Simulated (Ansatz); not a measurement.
# CH6Si + SiH4: a complex and its separated parts, part 3 of 3

Ansatz 0.2.0, Gaussian basis.

### Step 20. Vibrations of CH6Si

Contents of vib-parta/in.yaml:

```yaml
crystal:
  periodic: [false, false, false]
  atoms:
    - {symbol: Si, position_ang: [-0.107012, -0.205792, 1.029308]}
    - {symbol: H, position_ang: [0.842110, -1.345397, 0.907115]}
    - {symbol: H, position_ang: [-1.460189, -0.683447, 0.635327]}
    - {symbol: H, position_ang: [0.310425, 0.851939, 0.069395]}
    - {symbol: C, position_ang: [-0.122876, 0.457279, 2.778500]}
    - {symbol: H, position_ang: [-0.428824, -0.317942, 3.484438]}
    - {symbol: H, position_ang: [0.869619, 0.808565, 3.069133]}
    - {symbol: H, position_ang: [-0.819292, 1.293679, 2.869903]}
basis:
  gaussian: {orbitals: def2-TZVP}
hamiltonian: {xc: pbe0, dispersion: d4}
phonons: {temperatures: {t_min: 298.15, t_max: 900, t_step: 200}}
```

On the command line:

```
ansatz run in.yaml --threads 4 --pin off --events-out ev --progress --plain --max-ram 9574MiB
```

Standard output, shortened:

```text
Functional definition: PBE0
  name "PBE0"
  cite "Adamo & Barone, J. Chem. Phys. 110, 6158 (1999) doi:10.1063/1.478522"
  cite "Perdew, Burke & Ernzerhof, Phys. Rev. Lett. 77, 3865 (1996) doi:10.1103/PhysRevLett.77.3865"
  parent pbe
[...]
712 factors; their error is unknown
[...]
mean field -9008.33113129 eV, -331.0500630087 hartree, gradient 3.8e-5 eV, S^2 0.000000; 0 other end points of the search recorded, 0 dependent functions left out
[...]
Atom 5 at    -0.428824    -0.317942     3.484438 Å, force    -0.000025    -0.000044    -0.000028 eV/Å
Atom 6 at     0.869619     0.808565     3.069133 Å, force     0.000092     0.000039     0.000087 eV/Å
Atom 7 at    -0.819292     1.293679     2.869903 Å, force    -0.000043     0.000148     0.000061 eV/Å
Dipole moment:    -0.001469     0.061412     0.161998 e Å
Vibrations: 197.91 514.40 514.41 706.85 879.56 879.57 935.68 951.81 951.81 1278.39 1452.43 1452.44 2219.73 2220.59 2220.61 3055.24 3141.13 3141.16 cm⁻¹, zero-point energy 1.656040 eV
```

It took 49 s on 4 threads of Intel Xeon at 2.50GHz, shared host.

The modes, with what each moves most:

```
mode  wavenumber (cm⁻¹)               character
   1                198                 torsion
   2                514                    bend
   3                514                    bend
   4                707            Si–C stretch
   5                880  bend with wag or twist
   6                880  bend with wag or twist
   7                936                    bend
   8                952  bend with wag or twist
   9                952  bend with wag or twist
  10               1278                    bend
  11               1452                    bend
  12               1452                    bend
  13               2220            Si–H stretch
  14               2221            Si–H stretch
  15               2221            Si–H stretch
  16               3055             C–H stretch
  17               3141             C–H stretch
  18               3141             C–H stretch
```

Vibrational sums (real modes only):

```
T (K)  entropy (J/mol/K)  heat capacity (J/mol/K)
  298               18.4                     32.7
  498               42.3                     61.2
  698               66.4                     81.7
  898               88.9                     96.8
```

### Step 21. Vibrations of SiH4

Contents of vib-partb/in.yaml:

```yaml
crystal:
  periodic: [false, false, false]
  atoms:
    - {symbol: H, position_ang: [-0.033746, -1.305129, -2.034689]}
    - {symbol: Si, position_ang: [0.183207, -0.171762, -2.968628]}
    - {symbol: H, position_ang: [1.514877, 0.432376, -2.712700]}
    - {symbol: H, position_ang: [0.124198, -0.665051, -4.367565]}
    - {symbol: H, position_ang: [-0.872496, 0.850782, -2.759534]}
basis:
  gaussian: {orbitals: def2-TZVP}
hamiltonian: {xc: pbe0, dispersion: d4}
phonons: {temperatures: {t_min: 298.15, t_max: 900, t_step: 200}}
```

On the command line:

```
ansatz run in.yaml --threads 4 --pin off --events-out ev --progress --plain --max-ram 9574MiB
```

Standard output, shortened:

```text
Functional definition: PBE0
  name "PBE0"
  cite "Adamo & Barone, J. Chem. Phys. 110, 6158 (1999) doi:10.1063/1.478522"
  cite "Perdew, Burke & Ernzerhof, Phys. Rev. Lett. 77, 3865 (1996) doi:10.1103/PhysRevLett.77.3865"
  parent pbe
[...]
444 factors; their error is unknown
[...]
mean field -7939.08539934 eV, -291.7560071204 hartree, gradient 2.9e-5 eV, S^2 0.000000; 0 other end points of the search recorded, 0 dependent functions left out
[...]
Atom 2 at     1.514877     0.432376    -2.712700 Å, force     0.003474     0.001546     0.000638 eV/Å
Atom 3 at     0.124198    -0.665051    -4.367565 Å, force    -0.000152    -0.001264    -0.003528 eV/Å
Atom 4 at    -0.872496     0.850782    -2.759534 Å, force    -0.002763     0.002639     0.000516 eV/Å
Dipole moment:    -0.000001    -0.000005    -0.000005 e Å
Vibrations: 906.52 906.52 906.53 968.41 968.42 2236.39 2246.05 2246.06 2246.07 cm⁻¹, zero-point energy 0.845012 eV
```

Run time: 7.5 s. Hardware: 4 threads of Intel Xeon at 2.50GHz, shared host.

The modes, with what each moves most:

```
mode  wavenumber (cm⁻¹)     character
   1                907          bend
   2                907          bend
   3                907          bend
   4                968          bend
   5                968          bend
   6               2236  Si–H stretch
   7               2246  Si–H stretch
   8               2246  Si–H stretch
   9               2246  Si–H stretch
```

Vibrational sums (real modes only):

```
T (K)  entropy (J/mol/K)  heat capacity (J/mol/K)
  298                2.6                      9.7
  498               11.5                     25.7
  698               22.2                     38.0
  898               32.9                     47.1
```

### Step 22. Complex less separated parts

The complex's own energies come from single points at the same levels.

Rows are in def2-TZVPP; times add the 3 runs of a level on a shared host, so small differences are noise.

Differences are taken before rounding.

```
      method                    rung  complex less parts (kJ/mol)  from CCSD(T) (kJ/mol)   time
       SPW92                     LDA                         -9.1                   -5.3    4 s
      PBE-D4                     GGA                         -6.1                   -2.3  5.9 s
     BLYP-D4                     GGA                         -4.5                   -0.7  6.1 s
   r2SCAN-D4                meta-GGA                         -4.3                   -0.5   10 s
      B97M-V                meta-GGA                         -4.6                   -0.8   18 s
     PBE0-D4                  hybrid                         -5.6                   -1.8  7.6 s
    B3LYP-D4                  hybrid                         -5.0                   -1.2  7.1 s
  r2SCAN0-D4                  hybrid                         -4.7                   -0.9   11 s
    BHLYP-D4                  hybrid                         -5.5                   -1.7  7.5 s
CAM-B3LYP-D4  range-separated hybrid                         -4.7                   -0.9  9.3 s
     wB97X-V  range-separated hybrid                         -4.7                   -0.9   18 s
     wB97M-V  range-separated hybrid                         -4.8                   -1.0   19 s
      B2PLYP           double hybrid                          0.1                   +3.9   15 s
    PBE-QIDH           double hybrid                         -2.3                   +1.6   15 s
  RPA on PBE                     RPA                         -2.6                   +1.2   14 s
Hartree-Fock            wavefunction                          3.9                   +7.7       
         MP2            wavefunction                         -3.6                   +0.2       
        CCSD            wavefunction                         -2.8                   +1.0       
     CCSD(T)            wavefunction                         -3.8                      0  2 min
```

Among the levels timed on like hardware and quicker than the yardstick, those that no quicker one beats, quickest first: SPW92 (4 s, -5.3 kJ/mol); PBE-D4 (5.9 s, -2.3 kJ/mol); BLYP-D4 (6.1 s, -0.7 kJ/mol); r2SCAN-D4 (10 s, -0.5 kJ/mol).

r2SCAN-D4 reaches 0.5 kJ/mol from the reference in 10 s, where CCSD(T) took 2 min; the quickest level in the cost chart, SPW92, takes 4 s and misses by 5.3 kJ/mol.

The complex's zero-point energy, from a separate PBE0-D4 run, is 2.525 eV.

### Step 23. Summary of results

What follows sums up all 3 parts.

| quantity | value |
| --- | --- |
| complex less parts, CCSD(T)/def2-TZVPP | -3.8 kJ/mol |
| with zero-point energy | -1.5 kJ/mol |
| largest T1 diagnostic | 0.011 |

What this shows: At CCSD(T) the complex lies 3.8 kJ/mol below its parts. The functionals run from r2SCAN-D4, off by -0.5 kJ/mol, to SPW92, off by -5.3 kJ/mol, against CCSD(T). Mean unsigned error by rung: LDA 5.3, GGA 1.5, meta-GGA 0.6, hybrid 1.4, range-separated hybrid 0.9, double hybrid 2.7 kJ/mol. The double hybrids carry no dispersion term here, unlike the levels marked D4 or V. PBE-D4 gives a relative energy 2.3 kJ/mol too low, an error of 60 % of the reference. The complex's frequency run has imaginary modes: the structure is no minimum, so both the energy and the zero-point correction are in doubt. No counterpoise was applied, and triple zeta lacks some correlation, so the CCSD(T) reference has a basis error of its own, and close matches with it are partly luck.
